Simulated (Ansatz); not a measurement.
**BFH4N2: small, medium and large basis sets**

Aim: see how fast density functionals converge with the basis set for BFH4N2.

Program: Ansatz 0.2.0, Gaussian basis. Level of theory: one geometry, several basis sets. These are calculated values, not measurements.

Levels to be run: PBE0-D4/def2-SVP; ωB97M-V/def2-SVP; PBE0-D4/def2-QZVPP; ωB97M-V/def2-QZVPP; the functionals' def2-TZVPP values are taken from earlier runs.

## 1. The geometry

An earlier PBE0-D4 in a triple-zeta def2 set relaxation fixed the geometry.

SMILES `NB(N)F`, 8 atoms, charge 0, spin multiplicity 1.

Atoms are counted from 1 here; the program's logs count them from 0.

Bond lengths: N1–B2 1.409 Å, N1–H5 1.003 Å, N1–H6 1.002 Å, B2–N3 1.409 Å, B2–F4 1.350 Å, N3–H7 1.002 Å, N3–H8 1.003 Å. Angles: B2–N1–H5 121.2°, B2–N1–H6 124.3°, H5–N1–H6 114.5°, N1–B2–N3 124.8°, N1–B2–F4 117.6°, N3–B2–F4 117.6°, B2–N3–H7 124.3°, B2–N3–H8 121.2°, H7–N3–H8 114.5°.

## 2. PBE0-D4 in def2-SVP

in.yaml

```yaml
crystal:
  periodic: [false, false, false]
  atoms:
    - {symbol: N, position_ang: [-0.498809, 1.126235, -0.251377]}
    - {symbol: B, position_ang: [-0.102643, -0.220535, -0.374686]}
    - {symbol: N, position_ang: [0.632294, -0.934089, 0.593120]}
    - {symbol: F, position_ang: [-0.452692, -0.874815, -1.502091]}
    - {symbol: H, position_ang: [-1.022252, 1.582849, -0.975187]}
    - {symbol: H, position_ang: [-0.293354, 1.705107, 0.540467]}
    - {symbol: H, position_ang: [0.943130, -0.547955, 1.464098]}
    - {symbol: H, position_ang: [0.886528, -1.893897, 0.449856]}
basis:
  gaussian: {orbitals: def2-SVP}
hamiltonian: {xc: pbe0, dispersion: d4}
output: {orbitals: {seedname: orbitals}}
```

After this run come: ωB97M-V in def2-SVP; PBE0-D4 in def2-QZVPP; ωB97M-V in def2-QZVPP.

Before running them: what should the planned runs give, taken together? Wanted: PBE0-D4: double and triple zeta above quadruple; ωB97M-V: double and triple zeta above quadruple.

**Answer**, as computed:

| quantity | value |
| --- | --- |
| PBE0-D4: double and triple zeta above quadruple | 8.10, 0.38 eV |
| ωB97M-V: double and triple zeta above quadruple | 8.29, 0.36 eV |

For PBE0-D4 the step from double to triple zeta gains 7.72 eV and the next only 0.38 eV. These are total energies; as a rule much of such shifts cancels in differences, which this series doesn't test. The LUMO of ωB97M-V is positive and keeps falling with the basis (3.33 to 1.68 eV): an unbound level that the basis holds in place.
